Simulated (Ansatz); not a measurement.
## Rb3Ag, space group Pm-3m: a comparison of functionals at one structure, step by step

With the Python package of Ansatz (0.2.0).

The cells in order, each with its output:

In [1]:
```python
import ansatz as az
import pandas as pd
from pymatgen.core import Lattice, Structure
from pymatgen.io.ase import AseAtomsAdaptor
```

In [2]:
```python
config = {
    "kspacing": 0.38,
    "occupations": "gaussian",
    "beta": 0.2,
}
```

In [3]:
```python
pmg_structure = Structure(
    Lattice([[6.136148, 0.0, 0.0], [0.0, 6.136148, 0.0], [0.0, 0.0, 6.136148]]),
    ["Rb", "Rb", "Rb", "Ag"],
    [
        [0.0, 0.5, 0.5],
        [0.5, 0.0, 0.5],
        [0.5, 0.5, 0.0],
        [0.0, 0.0, 0.0],
    ],
)
system = az.Crystal.from_ase(AseAtomsAdaptor.get_atoms(pmg_structure))
```

In [4]:
```python
len(system.resolved().sites)
```
Out [4]:
```text
4
```

In [5]:
```python
calculation = (
    system.calculation()
    .pseudopotentials("paw")
    .basis(18 * az.Ha)
    .kpoints(spacing=config["kspacing"])
    .occupations(config["occupations"])
    .mixing("msr1", ndim=8, beta=config["beta"])
)
```

In [6]:
```python
rows = []
for value in ["pbesol", "rpbe", "revpbe", "lda", "blyp"]:
    r = calculation.functional(value).run(threads=1, backend="cpu").report
    rows.append((value, r["free_energy_ev"] / len(r["lattice"]["sites"]), r["n_iterations"], r["n_kpoints"]))
```

In [7]:
```python
table = pd.DataFrame(rows, columns=["functional", "F/atom (eV)", "iterations", "k-points"])
table.round(5)
```
Out [7]:
```text
  functional  F/atom (eV)  iterations  k-points
0     pbesol  -4293.08209           7         4
1       rpbe  -4355.11746           8         4
2     revpbe  -4353.08318           8         4
3        lda  -4242.35033           7         4
4       blyp  -4361.18932           8         4
```

What to keep in mind:
- This cell is a computed structure, which may not be the phase found in nature.
- Total energies of different functionals can't be compared; pressures, moments and gaps at this one structure can.
- Finished in 7.7 s on 1 thread of Arm Neoverse V2 (shared host), peak memory 0.56 GiB.
